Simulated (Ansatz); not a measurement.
# Ca: a tetragonal deformation path

The task here is to estimate one member of a computed series from the others.

Program: Ansatz 0.2.0. Level of theory: DFT PBEsol, scalar-relativistic, plane waves, PAW. These are calculated values, not measurements.

## The system as given

It takes space group Fm-3m (No. 225, cubic). Conventional cell: a = 5.588 Å, b = 5.588 Å, c = 5.588 Å, α = 90.00°, β = 90.00°, γ = 90.00°. Ca (site symmetry m-3m) has 12 Ca at 3.95 Å in its first shell of neighbours.

As a file:

```cif
data_structure
_symmetry_space_group_name_H-M 'P 1'
_symmetry_Int_Tables_number 1
_cell_length_a 3.9516
_cell_length_b 3.9516
_cell_length_c 3.9516
_cell_angle_alpha 60.000
_cell_angle_beta 60.000
_cell_angle_gamma 60.000
_cell_volume 43.63
loop_
_atom_site_label
_atom_site_type_symbol
_atom_site_fract_x
_atom_site_fract_y
_atom_site_fract_z
_atom_site_occupancy
Ca1 Ca 0.00000 0.00000 0.00000 1
```

No relaxation comes first: the listed cell is the starting point.

## The reference cell

The reference gives a free energy of -1793.7283 eV, pressure -1.16 GPa, largest force 0.000 eV/Å and gap on the mesh none (metal). It was computed beforehand with the settings of the runs below.

Set-up of the first run:

At fixed volume and fractional coordinates, lengths along (0.000, 0.000, 1.000) are scaled against those across it; ρ is that ratio over its starting value.

File input.yaml:

```yaml
crystal:
  lattice:
    - [0.0, 3.1365413478, 2.2175347329]
    - [3.1365413478, 0.0, 2.2175347329]
    - [3.1365413478, 3.1365413478, 0.0]
  atoms:
    - { symbol: Ca, position: [0.0, 0.0, 0.0] }
basis:
  ecutwfc: 420
kpoints:
  mp_grid: { grid: [16, 16, 16] }
hamiltonian:
  xc: pbesol
scf:
  occupations: { method: gaussian, width: 0.15 }
output:
  forces: true
  stress: true
  eigenvalues: true
  write_density: true
  write_potential: true
  elf: true
  volumetric_format: npy
```

The run is started by

```sh
$ ansatz run input.yaml --threads 1 --pin off --max-ram 2560MiB --backend cpu --events-out ev --progress --plain --runs-dir out
```

Steps of the session up to this table: ρ = 0.707; At ρ = 1.414; Point ρ = 0.850; ρ = 1.200; ρ = 0.780; Point ρ = 1.300; ρ = 0.920; Point ρ = 1.100; At ρ = 0.650; At ρ = 1.500; Point ρ = 0.960; At ρ = 1.050.

One table of the session follows, with a row left open; its other results are not shown here.

It belongs to the step «The scan collected». The scan, with free energies counted from the undisturbed cell:

```
    ρ  ΔE (meV/atom)  pressure (GPa)
0.650           15.6            -1.2
0.707           15.2            -1.2
0.780           13.0            -1.2
0.850            8.3            -1.2
0.920            3.1            -1.2
0.960              ?               ?
1.000            0.0            -1.2
1.050            1.8            -1.2
1.100            8.1            -1.2
1.200           36.7            -1.2
1.300           83.2            -1.1
1.414          160.4            -1.0
1.500          233.5            -0.8
```

Estimate the missing values for ρ = 0.960.

Worked estimate for «ΔE (meV/atom)». A straight line through the neighbours (0.920, 3.1) and (1.000, 0.0) gives 3.1 + (0.0 − 3.1) × (0.960 − 0.920) / (1.000 − 0.920) = 1.6; a parabola fitted to 4 rows on both sides gives 1.0.

The run gave: ΔE (meV/atom): 0.9; pressure (GPa): -1.2. In «ΔE (meV/atom)» the line misses by +0.7 and the parabola by +0.1.
